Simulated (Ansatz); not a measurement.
# HfN: the cost of one run

Program: Ansatz 0.2.0, Gaussian basis. Level of theory: def2-QZVPP, core rule «outside noble gas», up to 5 orbitals frozen. These are calculated values, not measurements.

Plan: UHF; ROHF; CCSD(T) on UHF.

2 further runs of the same task are left out: 2 set aside as unsound or not needed.

**1. What is computed**

The geometry is a PBE0/def2-TZVP stationary point (not a proven minimum) of the parent state, kept for this charge and spin. No spin-orbit coupling is included. Elements past krypton take def2 core potentials.

2 atoms, charge 1, spin multiplicity 5.

Atoms are counted from 1 here; the program's logs count them from 0.

Bond lengths: Hf1–N2 1.737 Å.

**2. UHF**

Contents of in.yaml:

```yaml
crystal:
  periodic: [false, false, false]
  atoms:
    - {symbol: Hf, position_ang: [0.000000, 0.000000, 0.000000]}
    - {symbol: N, position_ang: [0.000000, 0.000000, 1.737400]}
basis:
  gaussian: {orbitals: "def2-QZVPP.json"}
total_charge: 1
magnetization: {spin_polarized: true, initial_magnetization: 4}
hamiltonian: {xc: hf}
output: {orbitals: {seedname: orbitals}}
```

Started as:

```
$ ansatz run in.yaml --threads 1 --pin off --events-out ev --progress --plain --max-ram 3968MiB --backend cpu
```

**Question.** How long does this run take on 1 thread of AMD EPYC 7R13, shared host, and how much memory does it need?

About 10 s, with a peak of 0.29 GiB.
